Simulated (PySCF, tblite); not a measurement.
# C₅H₁₁N₂Si radical: geometry, infrared bands and EPR parameters

Aim: predict the infrared bands and EPR parameters of C₅H₁₁N₂Si radical (`CC[SiH2]N1[CH]NC=C1`).

Computed with tblite 0.8.0 and PySCF 2.14.0, with density-fitted response routines of our own, on a single molecule in the gas phase. Atoms are numbered from 0 throughout.

**1. Starting geometry**

19 atoms, charge 0, multiplicity 2; geometry from: force field or distance geometry start.

Bonds of the start (Å): C0–C1 1.53, C1–Si2 1.85, Si2–N3 1.79, N3–C4 1.45, C4–N5 1.46, N5–C6 1.44, C6–C7 1.31, C7–N3 1.42, C0–H8 1.12, C0–H9 1.11, C0–H10 1.09, C1–H11 1.12, C1–H12 1.11, Si2–H13 1.48, Si2–H14 1.50, C4–H15 1.10, N5–H16 1.05, C6–H17 1.10, C7–H18 1.09.

**2. Optimising the geometry with GFN2-xTB**

What the job is given:

```
{"job": {"kind": "relax", "xc": "GFN2-xTB", "basis": "xTB"}, "charge": 0, "multiplicity": 2}
C      3.233300     0.026600    -0.394300
C      1.911200    -0.740100    -0.308200
Si     0.605800     0.450700    -0.846300
N     -0.999700     0.104300    -0.130600
C     -1.601600    -1.169300     0.222800
N     -3.022200    -0.865700     0.324600
C     -3.089900     0.562000     0.489500
C     -1.923900     1.111900     0.238700
H      3.078200     0.921800    -1.041000
H      3.448400     0.433800     0.616900
H      4.048700    -0.556300    -0.825000
H      1.942500    -1.659200    -0.950000
H      1.697100    -1.028400     0.745300
H      0.552900     0.472100    -2.322600
H      1.004200     1.826400    -0.412000
H     -1.307000    -1.573300     1.205800
H     -3.820300    -1.546100     0.296700
H     -4.020300     1.052000     0.796600
H     -1.747100     2.185900     0.300900
```

On the command line:

```bash
OMP_NUM_THREADS=1 python probes_run.py task.json out
```

This one command runs all jobs of the session in turn.

**Question.** This job is followed by: GFN2-xTB harmonic vibrations, gas phase; UKS B3LYP, pcH-1 on C H N Si, non-relativistic, mean-field spin-orbit, GIAO. What will the session give for the following? strongest single infrared mode (GFN2-xTB); zero-point energy (GFN2-xTB); g(iso) (B3LYP); ⟨S²⟩; largest a(iso) (averaged by class); potential on the surface of density 0.002 e/bohr³, 1st and 99th percentile.

**Answer**, as computed:

| quantity | value |
| --- | --- |
| strongest single infrared mode (GFN2-xTB) | 2112 cm⁻¹, 396 km/mol |
| zero-point energy (GFN2-xTB) | 93.8 kcal/mol |
| g(iso) (B3LYP) | 2.00294 |
| ⟨S²⟩ | 0.754 (exact 0.75) |
| largest a(iso) (averaged by class) | 13C on C4, 157.1 MHz |
| potential on the surface of density 0.002 e/bohr³, 1st and 99th percentile | -1.24 V and 1.72 V |

**Reading.** The optimisation took 122 steps and gained 1.223 eV; among the close pairs (by a distance rule), N5–C6 changed most, from 1.439 to 1.374 Å. No mode is imaginary among the 51: a minimum at this level. The strongest single mode, at 2112 cm⁻¹, moves mainly H13. Unscaled tight-binding wavenumbers are off by several per cent, some by more. Its intensities can rank the bands wrongly. C4 carries the largest spin population, 0.65 e. The isotropic g lies 0.6 ppt above the free-electron value. These values are for one conformer; the search (at its own cheap level) found 2 more, at 0.10, 0.16 kcal/mol, and measured spectra average over such forms.
